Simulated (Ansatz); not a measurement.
# ClF2HSSi: a ladder of functionals and wavefunction methods

An exercise on one series of results from a longer session: the logs are not shown, and one member is left open.

The runs use Ansatz 0.2.0, Gaussian basis; functionals in def2-TZVPP, the program's frozen cores in correlated methods.

Levels to be run: LDA (SPW92), PBE-D4, revPBE-D4, BLYP-D4, r2SCAN-D4, B97M-V, PBE0-D4, B3LYP-D4, r2SCANh-D4, r2SCAN0-D4, HSE06-D4, BHLYP-D4, CAM-B3LYP-D4, LC-ωPBE, ωB97X-V, ωB97M-V, B2PLYP, PBE-QIDH; CCSD(T)/def2-SVP; CCSD(T)/def2-TZVPP; MP2/def2-QZVPP; extrapolation to the limit; RPA on PBE.

## The geometry

All runs share one geometry, relaxed beforehand with PBE0-D4 in a triple-zeta def2 set.

6 atoms, charge 0, spin multiplicity 1.

Atoms are counted from 1 here; the program's logs count them from 0.

Bond lengths: F1–Si2 1.577 Å, Si2–F3 1.575 Å, Si2–S4 2.095 Å, Si2–Cl5 2.020 Å, S4–H6 1.345 Å. Angles: F1–Si2–F3 107.6°, F1–Si2–S4 112.3°, F1–Si2–Cl5 106.7°, F3–Si2–S4 106.6°, F3–Si2–Cl5 109.4°, S4–Si2–Cl5 114.0°, Si2–S4–H6 92.5°.

Coordinates:

```xyz
6

F     0.96339   -0.05289    1.44283
Si    0.33777   -0.34172    0.02406
F     0.46064   -1.88909   -0.24447
S    -1.70466    0.11908   -0.05127
Cl    1.45796    0.66564   -1.32210
H    -1.47311    1.43498    0.10476
```

The first run:

The input, in.yaml:

```yaml
crystal:
  periodic: [false, false, false]
  atoms:
    - {symbol: F, position_ang: [0.963390, -0.052887, 1.442829]}
    - {symbol: Si, position_ang: [0.337774, -0.341723, 0.024060]}
    - {symbol: F, position_ang: [0.460642, -1.889094, -0.244475]}
    - {symbol: S, position_ang: [-1.704657, 0.119079, -0.051274]}
    - {symbol: Cl, position_ang: [1.457958, 0.665641, -1.322095]}
    - {symbol: H, position_ang: [-1.473107, 1.434981, 0.104755]}
basis:
  gaussian: {orbitals: def2-TZVPP}
hamiltonian: {xc: lda}
output: {orbitals: {seedname: orbitals}}
```

Among the steps run: LDA; PBE-D4 (GGA); revPBE-D4 (GGA); BLYP-D4 (GGA); r2SCAN-D4 (meta-GGA); B97M-V (meta-GGA); PBE0-D4 (hybrid); B3LYP-D4 (hybrid); r2SCANh-D4 (hybrid); r2SCAN0-D4 (hybrid); HSE06-D4 (hybrid); BHLYP-D4 (hybrid); CAM-B3LYP-D4 (range-separated); LC-ωPBE-D4 (range-separated; the results give it without D4); ωB97X-V (range-separated); ωB97M-V (range-separated); B2PLYP (double hybrid); PBE-QIDH (double hybrid).

One of the session's tables, all rows but one given; the rest of the session is left out.

It belongs to the step «Orbital energies across the functionals». 

```
  functional  HOMO (eV)  gap (eV)
 LDA (SPW92)      -7.26      5.86
      PBE-D4      -7.11      5.91
   revPBE-D4          ?         ?
     BLYP-D4      -6.93      5.83
   r2SCAN-D4      -7.43      6.53
      B97M-V      -7.50      6.56
     PBE0-D4      -8.42      8.19
    B3LYP-D4      -8.14      7.66
  r2SCANh-D4      -7.91      7.35
  r2SCAN0-D4      -8.62      8.58
    HSE06-D4      -8.01      7.40
    BHLYP-D4      -9.55     10.31
CAM-B3LYP-D4      -9.75     10.64
     LC-ωPBE     -11.20     13.35
     ωB97X-V     -10.81     12.81
     ωB97M-V     -10.62     12.39
```

**Question.** Estimate the row for revPBE-D4.

The run gave: HOMO (eV): -7.05; gap (eV): 5.93. In the column «HOMO (eV)» it lies between PBE-D4 (-7.11) and BLYP-D4 (-6.93).
